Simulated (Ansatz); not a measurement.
# ClF2H4NSi (built from SMILES F[SiH](F)Cl.N): search for a transition state, part 2 of 2

Ansatz 0.2.0, Gaussian basis; PBE0-D4. The steps go on from the part before.

### Step 8. Relaxing after a step of 0.30 Å the other way along the mode

Contents of downb/in.yaml:

```yaml
crystal:
  periodic: [false, false, false]
  atoms:
    - {symbol: Si, position_ang: [-0.638974, 0.021640, -0.627057]}
    - {symbol: Cl, position_ang: [1.762580, -0.429839, -1.432456]}
    - {symbol: F, position_ang: [-1.007763, -1.491205, -0.870885]}
    - {symbol: F, position_ang: [-1.960317, 0.494142, 0.188698]}
    - {symbol: H, position_ang: [-0.537045, 1.066292, -1.636241]}
    - {symbol: H, position_ang: [1.255965, -0.071387, 0.511520]}
    - {symbol: N, position_ang: [0.451885, 0.084361, 0.906846]}
    - {symbol: H, position_ang: [0.452476, 0.981880, 1.387808]}
    - {symbol: H, position_ang: [0.221193, -0.655884, 1.571767]}
basis:
  gaussian: {orbitals: def2-TZVP}
hamiltonian: {xc: pbe0, dispersion: d4}
relax: {f_tol: 0.005, max_steps: 200}
```

On the command line:

```bash
$ ansatz run in.yaml --threads 4 --pin off --events-out ev --progress --plain --max-ram 9574MiB
```

Standard output:

```text
Functional definition: PBE0
  name "PBE0"
  cite "Adamo & Barone, J. Chem. Phys. 110, 6158 (1999) doi:10.1063/1.478522"
  cite "Perdew, Burke & Ernzerhof, Phys. Rev. Lett. 77, 3865 (1996) doi:10.1103/PhysRevLett.77.3865"
  parent pbe
  parameter a = 0.25
  parameter kappa = 0.804
  parameter beta = 0.06672455060314922
  exchange = (1 - a)*pbe_x(kappa = kappa, mu = beta*pi^2/3) + a*exact_x
  correlation = pbe_c(beta = beta)
1179 factors; their error is unknown
mean field evaluation 1: about -27376.5184 eV, gradient 6.4e1 eV
mean field evaluation 2: about -27373.1595 eV, gradient 7.9e1 eV
mean field evaluation 4: about -27382.8076 eV, gradient 2.7e0 eV
mean field evaluation 8: about -27382.8223 eV, gradient 3.3e-2 eV
mean field evaluation 16: about -27382.9093 eV, gradient 1.5e-4 eV
mean field -27382.90929066 eV, -1006.3033556293 hartree, gradient 1.3e-5 eV, S^2 0.000000; 0 other end points of the search recorded, 0 dependent functions left out
the calculation of the forces begins
reference -27382.90931731 eV, -1006.3033566086 hartree; 30, 30 occupied and 161, 161 virtual orbitals, 1179 factors
relax step   1: F+E_penalty+E_count = -27383.07338328 eV  Δ(F+E_penalty+E_count) = +0.000e0 eV  max|allowed force component| = 6.612e0 eV/Å  Δτ_max = 0.0000 Å  (28 SCF iters, accepted)
these checks for a lower state are left out or cut short: starts, cluster_reference, orbital_swaps, neighbouring_geometries, increment
1179 factors; their error is unknown
mean field -27383.43230668 eV, -1006.3225761136 hartree, gradient 9.9e-6 eV, S^2 0.000000; 0 other end points of the search recorded, 0 dependent functions left out
the calculation of the forces begins
reference -27383.43233326 eV, -1006.3225770901 hartree; 30, 30 occupied and 161, 161 virtual orbitals, 1179 factors
relax step   2: F+E_penalty+E_count = -27383.59676054 eV  Δ(F+E_penalty+E_count) = -5.234e-1 eV  max|allowed force component| = 1.085e0 eV/Å  Δτ_max = 0.1948 Å  (30 SCF iters, accepted)
these checks for a lower state are left out or cut short: starts, cluster_reference, orbital_swaps, neighbouring_geometries, increment
1179 factors; their error is unknown
mean field evaluation 32: about -27383.5395 eV, gradient 2.0e-5 eV
mean field -27383.53954425 eV, -1006.3265170215 hartree, gradient 2.0e-5 eV, S^2 0.000000; 0 other end points of the search recorded, 0 dependent functions left out
the calculation of the forces begins
reference -27383.53957082 eV, -1006.3265179977 hartree; 30, 30 occupied and 161, 161 virtual orbitals, 1179 factors
relax step   3: F+E_penalty+E_count = -27383.70563189 eV  Δ(F+E_penalty+E_count) = -1.089e-1 eV  max|allowed force component| = 7.818e-1 eV/Å  Δτ_max = 0.1010 Å  (30 SCF iters, accepted)
these checks for a lower state are left out or cut short: starts, cluster_reference, orbital_swaps, neighbouring_geometries, increment
1179 factors; their error is unknown
mean field -27383.54732469 eV, -1006.3268029474 hartree, gradient 7.1e-6 eV, S^2 0.000000; 0 other end points of the search recorded, 0 dependent functions left out
the calculation of the forces begins
reference -27383.54735119 eV, -1006.3268039211 hartree; 30, 30 occupied and 161, 161 virtual orbitals, 1179 factors
relax step   4: F+E_penalty+E_count = -27383.71160687 eV  Δ(F+E_penalty+E_count) = -5.975e-3 eV  max|allowed force component| = 1.026e0 eV/Å  Δτ_max = 0.1413 Å  (31 SCF iters, accepted)
these checks for a lower state are left out or cut short: starts, cluster_reference, orbital_swaps, neighbouring_geometries, increment
1179 factors; their error is unknown
mean field -27383.61254979 eV, -1006.3291999256 hartree, gradient 1.0e-5 eV, S^2 0.000000; 0 other end points of the search recorded, 0 dependent functions left out
the calculation of the forces begins
reference -27383.61257638 eV, -1006.3292009029 hartree; 30, 30 occupied and 161, 161 virtual orbitals, 1179 factors
relax step   5: F+E_penalty+E_count = -27383.77802162 eV  Δ(F+E_penalty+E_count) = -6.641e-2 eV  max|allowed force component| = 3.834e-1 eV/Å  Δτ_max = 0.0872 Å  (30 SCF iters, accepted)
these checks for a lower state are left out or cut short: starts, cluster_reference, orbital_swaps, neighbouring_geometries, increment
1179 factors; their error is unknown
mean field -27383.62129079 eV, -1006.3295211513 hartree, gradient 9.4e-6 eV, S^2 0.000000; 0 other end points of the search recorded, 0 dependent functions left out
the calculation of the forces begins
reference -27383.62131750 eV, -1006.3295221328 hartree; 30, 30 occupied and 161, 161 virtual orbitals, 1179 factors
relax step   6: F+E_penalty+E_count = -27383.78681540 eV  Δ(F+E_penalty+E_count) = -8.794e-3 eV  max|allowed force component| = 1.980e-1 eV/Å  Δτ_max = 0.0652 Å  (30 SCF iters, accepted)
these checks for a lower state are left out or cut short: starts, cluster_reference, orbital_swaps, neighbouring_geometries, increment
1179 factors; their error is unknown
mean field -27383.62983163 eV, -1006.3298350215 hartree, gradient 9.7e-6 eV, S^2 0.000000; 0 other end points of the search recorded, 0 dependent functions left out
the calculation of the forces begins
reference -27383.62985834 eV, -1006.3298360031 hartree; 30, 30 occupied and 161, 161 virtual orbitals, 1179 factors
relax step   7: F+E_penalty+E_count = -27383.79539631 eV  Δ(F+E_penalty+E_count) = -8.581e-3 eV  max|allowed force component| = 1.424e-1 eV/Å  Δτ_max = 0.1005 Å  (30 SCF iters, accepted)
these checks for a lower state are left out or cut short: starts, cluster_reference, orbital_swaps, neighbouring_geometries, increment
1179 factors; their error is unknown
mean field evaluation 64: about -27383.6358 eV, gradient 1.2e-4 eV
mean field -27383.63580128 eV, -1006.3300544020 hartree, gradient 1.1e-5 eV, S^2 0.000000; 0 other end points of the search recorded, 0 dependent functions left out
the calculation of the forces begins
reference -27383.63582804 eV, -1006.3300553853 hartree; 30, 30 occupied and 161, 161 virtual orbitals, 1179 factors
relax step   8: F+E_penalty+E_count = -27383.80163779 eV  Δ(F+E_penalty+E_count) = -6.241e-3 eV  max|allowed force component| = 1.354e-1 eV/Å  Δτ_max = 0.0743 Å  (29 SCF iters, accepted)
these checks for a lower state are left out or cut short: starts, cluster_reference, orbital_swaps, neighbouring_geometries, increment
1179 factors; their error is unknown
mean field -27383.62210909 eV, -1006.3295512232 hartree, gradient 1.3e-5 eV, S^2 0.000000; 0 other end points of the search recorded, 0 dependent functions left out
the calculation of the forces begins
reference -27383.62213587 eV, -1006.3295522076 hartree; 30, 30 occupied and 161, 161 virtual orbitals, 1179 factors
relax step   9: F+E_penalty+E_count = -27383.78748953 eV  Δ(F+E_penalty+E_count) = +1.415e-2 eV  max|allowed force component| = 9.191e-1 eV/Å  Δτ_max = 0.1929 Å  (29 SCF iters, rejected (line search))
these checks for a lower state are left out or cut short: starts, cluster_reference, orbital_swaps, neighbouring_geometries, increment
1179 factors; their error is unknown
mean field -27383.64210535 eV, -1006.3302860724 hartree, gradient 1.1e-5 eV, S^2 0.000000; 0 other end points of the search recorded, 0 dependent functions left out
the calculation of the forces begins
reference -27383.64213205 eV, -1006.3302870534 hartree; 30, 30 occupied and 161, 161 virtual orbitals, 1179 factors
relax step  10: F+E_penalty+E_count = -27383.80769240 eV  Δ(F+E_penalty+E_count) = -6.055e-3 eV  max|allowed force component| = 3.251e-1 eV/Å  Δτ_max = 0.0964 Å  (30 SCF iters, accepted)
these checks for a lower state are left out or cut short: starts, cluster_reference, orbital_swaps, neighbouring_geometries, increment
1179 factors; their error is unknown
mean field -27383.65698166 eV, -1006.3308327665 hartree, gradient 1.1e-5 eV, S^2 0.000000; 0 other end points of the search recorded, 0 dependent functions left out
the calculation of the forces begins
reference -27383.65700821 eV, -1006.3308337423 hartree; 30, 30 occupied and 161, 161 virtual orbitals, 1179 factors
relax step  11: F+E_penalty+E_count = -27383.82263878 eV  Δ(F+E_penalty+E_count) = -1.495e-2 eV  max|allowed force component| = 3.332e-1 eV/Å  Δτ_max = 0.1000 Å  (30 SCF iters, accepted)
these checks for a lower state are left out or cut short: starts, cluster_reference, orbital_swaps, neighbouring_geometries, increment
1179 factors; their error is unknown
mean field -27383.66391144 eV, -1006.3310874312 hartree, gradient 2.0e-5 eV, S^2 0.000000; 0 other end points of the search recorded, 0 dependent functions left out
the calculation of the forces begins
reference -27383.66393812 eV, -1006.3310884119 hartree; 30, 30 occupied and 161, 161 virtual orbitals, 1179 factors
relax step  12: F+E_penalty+E_count = -27383.82936752 eV  Δ(F+E_penalty+E_count) = -6.729e-3 eV  max|allowed force component| = 7.343e-1 eV/Å  Δτ_max = 0.1446 Å  (29 SCF iters, accepted)
these checks for a lower state are left out or cut short: starts, cluster_reference, orbital_swaps, neighbouring_geometries, increment
1179 factors; their error is unknown
mean field evaluation 96: about -27383.5752 eV, gradient 2.5e0 eV
mean field -27383.68469000 eV, -1006.3318510295 hartree, gradient 1.1e-5 eV, S^2 0.000000; 0 other end points of the search recorded, 0 dependent functions left out
the calculation of the forces begins
reference -27383.68471668 eV, -1006.3318520098 hartree; 30, 30 occupied and 161, 161 virtual orbitals, 1179 factors
relax step  13: F+E_penalty+E_count = -27383.85042136 eV  Δ(F+E_penalty+E_count) = -2.105e-2 eV  max|allowed force component| = 5.067e-1 eV/Å  Δτ_max = 0.0634 Å  (29 SCF iters, accepted)
these checks for a lower state are left out or cut short: starts, cluster_reference, orbital_swaps, neighbouring_geometries, increment
1179 factors; their error is unknown
mean field -27383.74337342 eV, -1006.3340076052 hartree, gradient 2.6e-5 eV, S^2 0.000000; 0 other end points of the search recorded, 0 dependent functions left out
the calculation of the forces begins
reference -27383.74340026 eV, -1006.3340085917 hartree; 30, 30 occupied and 161, 161 virtual orbitals, 1179 factors
relax step  14: F+E_penalty+E_count = -27383.90992903 eV  Δ(F+E_penalty+E_count) = -5.951e-2 eV  max|allowed force component| = 4.503e-1 eV/Å  Δτ_max = 0.1951 Å  (29 SCF iters, accepted)
these checks for a lower state are left out or cut short: starts, cluster_reference, orbital_swaps, neighbouring_geometries, increment
1179 factors; their error is unknown
mean field -27383.81135932 eV, -1006.3365060410 hartree, gradient 1.4e-5 eV, S^2 0.000000; 0 other end points of the search recorded, 0 dependent functions left out
the calculation of the forces begins
reference -27383.81138621 eV, -1006.3365070292 hartree; 30, 30 occupied and 161, 161 virtual orbitals, 1179 factors
relax step  15: F+E_penalty+E_count = -27383.97809561 eV  Δ(F+E_penalty+E_count) = -6.817e-2 eV  max|allowed force component| = 5.314e-1 eV/Å  Δτ_max = 0.2000 Å  (28 SCF iters, accepted)
these checks for a lower state are left out or cut short: starts, cluster_reference, orbital_swaps, neighbouring_geometries, increment
1179 factors; their error is unknown
mean field -27383.88444893 eV, -1006.3391920345 hartree, gradient 1.1e-5 eV, S^2 0.000000; 0 other end points of the search recorded, 0 dependent functions left out
the calculation of the forces begins
reference -27383.88447551 eV, -1006.3391930115 hartree; 30, 30 occupied and 161, 161 virtual orbitals, 1179 factors
relax step  16: F+E_penalty+E_count = -27384.05066305 eV  Δ(F+E_penalty+E_count) = -7.257e-2 eV  max|allowed force component| = 5.278e-1 eV/Å  Δτ_max = 0.1945 Å  (28 SCF iters, accepted)
these checks for a lower state are left out or cut short: starts, cluster_reference, orbital_swaps, neighbouring_geometries, increment
1179 factors; their error is unknown
mean field evaluation 128: about -27383.9232 eV, gradient 7.6e-5 eV
mean field -27383.92318475 eV, -1006.3406155499 hartree, gradient 9.6e-6 eV, S^2 0.000000; 0 other end points of the search recorded, 0 dependent functions left out
the calculation of the forces begins
reference -27383.92321159 eV, -1006.3406165360 hartree; 30, 30 occupied and 161, 161 virtual orbitals, 1179 factors
relax step  17: F+E_penalty+E_count = -27384.08904328 eV  Δ(F+E_penalty+E_count) = -3.838e-2 eV  max|allowed force component| = 6.210e-1 eV/Å  Δτ_max = 0.1992 Å  (36 SCF iters, accepted)
these checks for a lower state are left out or cut short: starts, cluster_reference, orbital_swaps, neighbouring_geometries, increment
1179 factors; their error is unknown
mean field -27383.92499766 eV, -1006.3406821730 hartree, gradient 9.1e-6 eV, S^2 0.000000; 0 other end points of the search recorded, 0 dependent functions left out
the calculation of the forces begins
reference -27383.92502425 eV, -1006.3406831503 hartree; 30, 30 occupied and 161, 161 virtual orbitals, 1179 factors
relax step  18: F+E_penalty+E_count = -27384.09114375 eV  Δ(F+E_penalty+E_count) = -2.100e-3 eV  max|allowed force component| = 3.469e-1 eV/Å  Δτ_max = 0.0654 Å  (29 SCF iters, accepted)
these checks for a lower state are left out or cut short: starts, cluster_reference, orbital_swaps, neighbouring_geometries, increment
1179 factors; their error is unknown
mean field -27383.94360500 eV, -1006.3413659803 hartree, gradient 9.0e-6 eV, S^2 0.000000; 0 other end points of the search recorded, 0 dependent functions left out
the calculation of the forces begins
reference -27383.94363159 eV, -1006.3413669571 hartree; 30, 30 occupied and 161, 161 virtual orbitals, 1179 factors
relax step  19: F+E_penalty+E_count = -27384.11010033 eV  Δ(F+E_penalty+E_count) = -1.896e-2 eV  max|allowed force component| = 3.388e-2 eV/Å  Δτ_max = 0.0443 Å  (31 SCF iters, accepted)
these checks for a lower state are left out or cut short: starts, cluster_reference, orbital_swaps, neighbouring_geometries, increment
1179 factors; their error is unknown
mean field -27383.94391521 eV, -1006.3413773800 hartree, gradient 9.2e-6 eV, S^2 0.000000; 0 other end points of the search recorded, 0 dependent functions left out
the calculation of the forces begins
reference -27383.94394178 eV, -1006.3413783567 hartree; 30, 30 occupied and 161, 161 virtual orbitals, 1179 factors
relax step  20: F+E_penalty+E_count = -27384.11043583 eV  Δ(F+E_penalty+E_count) = -3.355e-4 eV  max|allowed force component| = 2.267e-2 eV/Å  Δτ_max = 0.0112 Å  (31 SCF iters, accepted)
these checks for a lower state are left out or cut short: starts, cluster_reference, orbital_swaps, neighbouring_geometries, increment
1179 factors; their error is unknown
mean field -27383.94394982 eV, -1006.3413786520 hartree, gradient 9.2e-6 eV, S^2 0.000000; 0 other end points of the search recorded, 0 dependent functions left out
the calculation of the forces begins
reference -27383.94397640 eV, -1006.3413796290 hartree; 30, 30 occupied and 161, 161 virtual orbitals, 1179 factors
relax step  21: F+E_penalty+E_count = -27384.11046456 eV  Δ(F+E_penalty+E_count) = -2.873e-5 eV  max|allowed force component| = 2.492e-3 eV/Å  Δτ_max = 0.0043 Å  (31 SCF iters, accepted)
1179 factors; their error is unknown
mean field evaluation 160: about -27383.8533 eV, gradient 2.8e-1 eV
mean field -27383.94394982 eV, -1006.3413786520 hartree, gradient 4.3e-5 eV, S^2 0.000000; 1 other end points of the search recorded, 0 dependent functions left out
the calculation of the forces begins
reference -27383.94397640 eV, -1006.3413796290 hartree; 30, 30 occupied and 161, 161 virtual orbitals, 1179 factors
Total energy: -27384.11049114 eV, -1006.3474989327 hartree
Atom 0 at    -0.473241     0.100489    -0.819264 Å, force    -0.002492    -0.000925    -0.000018 eV/Å
Atom 1 at     1.423240     0.726695    -1.467041 Å, force    -0.000913    -0.000720     0.001101 eV/Å
Atom 2 at    -0.747458    -1.479415    -0.641450 Å, force     0.000617     0.001802     0.000097 eV/Å
Atom 3 at    -1.374867     1.125720     0.040277 Å, force     0.001440    -0.000622    -0.000642 eV/Å
Atom 4 at    -1.156418     0.275827    -2.118074 Å, force     0.001199     0.000027     0.001023 eV/Å
Atom 5 at     1.218474    -0.827992     0.941461 Å, force    -0.000046     0.000617    -0.000757 eV/Å
Atom 6 at     0.464174    -0.154397     1.017161 Å, force     0.001020     0.000090     0.000617 eV/Å
Atom 7 at     0.851216     0.723884     1.344646 Å, force    -0.000558    -0.000006    -0.000535 eV/Å
Atom 8 at    -0.205120    -0.490811     1.702284 Å, force    -0.000268    -0.000262    -0.000887 eV/Å
Dipole moment:     0.368444    -0.149345     0.909541 e Å
```

Wall time 1.7 min (4 threads of Arm Neoverse N1, shared host).

Relaxation path: (the energy doesn't fall at every step)

```csv
step,energy from step 1 (eV),largest force component (eV/Å)
1,0.0000,6.6116
2,-0.5234,1.0848
3,-0.6322,0.7818
4,-0.6382,1.0262
5,-0.7046,0.3834
6,-0.7134,0.1980
7,-0.7220,0.1424
8,-0.7283,0.1354
9,-0.7141,0.9191
10,-0.7343,0.3251
11,-0.7493,0.3332
12,-0.7560,0.7343
13,-0.7770,0.5067
14,-0.8365,0.4503
15,-0.9047,0.5314
16,-0.9773,0.5278
17,-1.0157,0.6210
18,-1.0178,0.3469
19,-1.0367,0.0339
20,-1.0371,0.0227
21,-1.0371,0.0025
```

Close pairs (by a distance rule), those that changed most:

```csv
bond,before (Å),after (Å),change (Å)
Si1–Cl2,2.573,2.100,-0.473
Si1–N7,1.883,2.078,+0.194
H6–N7,0.909,1.014,+0.105
Si1–F3,1.576,1.613,+0.037
Si1–H5,1.456,1.478,+0.022
Si1–F4,1.623,1.613,-0.010
N7–H9,1.021,1.015,-0.006
N7–H8,1.018,1.014,-0.004
```

### Step 9. The three structures

```csv
pair,start side (Å),saddle (Å),end side (Å)
Si1–N7,2.078,1.811,1.711
Cl2–H6,2.874,1.688,1.311
Si1–Cl2,2.100,2.907,4.073
H6–N7,1.014,1.162,1.894
```

### Step 10. What came out

This closing draws on all 2 parts.

| quantity | value |
| --- | --- |
| imaginary mode | 245i cm⁻¹ |
| barrier from the start side | 0.765 eV |
| barrier from the end side | 0.399 eV |
| energy of the step | +0.366 eV |
| pairs that change | Si1–N7 tightened, Cl2–H6 formed, Si1–Cl2 broken, H6–N7 broken |
| zero-point energy at the saddle | 1.405 eV |

What this shows: The point has a single imaginary mode (245i cm⁻¹), as a transition state must. Going downhill both ways gives the intended start and end. At PBE0-D4/def2-TZVP the electronic barrier is 0.765 eV, about 30 kT at 298 K, and the step runs 0.366 eV uphill. A step off the saddle overshot and began above it in energy, so the link to its end is likely but not proven.
